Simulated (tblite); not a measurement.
# C6H14P2: the cost of one run

Programs: tblite 0.8.0 and PySCF 2.14.0, with density-fitted response routines of our own. Each step states its level of theory. These are calculated values for one molecule, in the gas phase or a continuum, unless marked as measured. Atoms are numbered from 0 throughout.

## (1) The starting structure

22 atoms, charge 0, multiplicity 1; geometry from: force field or distance geometry start.

Bonds of the start (Å): C0–C1 1.33, C1–C2 1.48, C2–P3 1.81, P3–C4 1.83, P3–P5 2.15, P3–C6 1.62, C6–C7 1.48, C0–H8 1.09, C0–H9 1.10, C1–H10 1.10, C2–H11 1.12, C2–H12 1.10, C4–H13 1.10, C4–H14 1.10, C4–H15 1.10, P5–H16 1.45, P5–H17 1.46, C6–H18 1.09, C7–H19 1.10, C7–H20 1.12, C7–H21 1.11.

## (2) Geometry optimisation with GFN2-xTB

What the job is given:

```
{"job": {"kind": "relax", "xc": "GFN2-xTB", "basis": "xTB"}, "charge": 0, "multiplicity": 1}
C      2.993200     1.287000     0.237100
C      2.088700     0.493500     0.806200
C      1.519600    -0.619900     0.020900
P     -0.277000    -0.518800    -0.160000
C     -0.942900    -2.168700     0.267400
P     -0.790000    -0.155000    -2.215600
C     -0.950200     0.574500     0.824400
C     -2.031400     1.418500     0.264500
H      3.302900     1.158200    -0.794800
H      3.387800     2.095000     0.869400
H      1.788000     0.630300     1.851500
H      1.732400    -1.573100     0.562700
H      1.999200    -0.706400    -0.964500
H     -0.243800    -2.774100     0.863000
H     -1.077100    -2.689000    -0.697700
H     -1.923700    -2.096800     0.765200
H     -1.720600    -1.160600    -2.691300
H     -1.330100     1.187100    -2.415400
H     -0.657600     0.723300     1.860400
H     -2.819800     0.775900    -0.155500
H     -2.421600     2.099000     1.063100
H     -1.636400     2.039300    -0.562600
```

On the command line:

```console
> OMP_NUM_THREADS=1 python probes_run.py task.json out
```

This one command runs all jobs of the session in turn.

**Question.** How long does this first job take on 1 thread of Arm Neoverse V1, shared host, and how much memory does it need?

About 2.1 s, with a peak of 0.18 GiB.
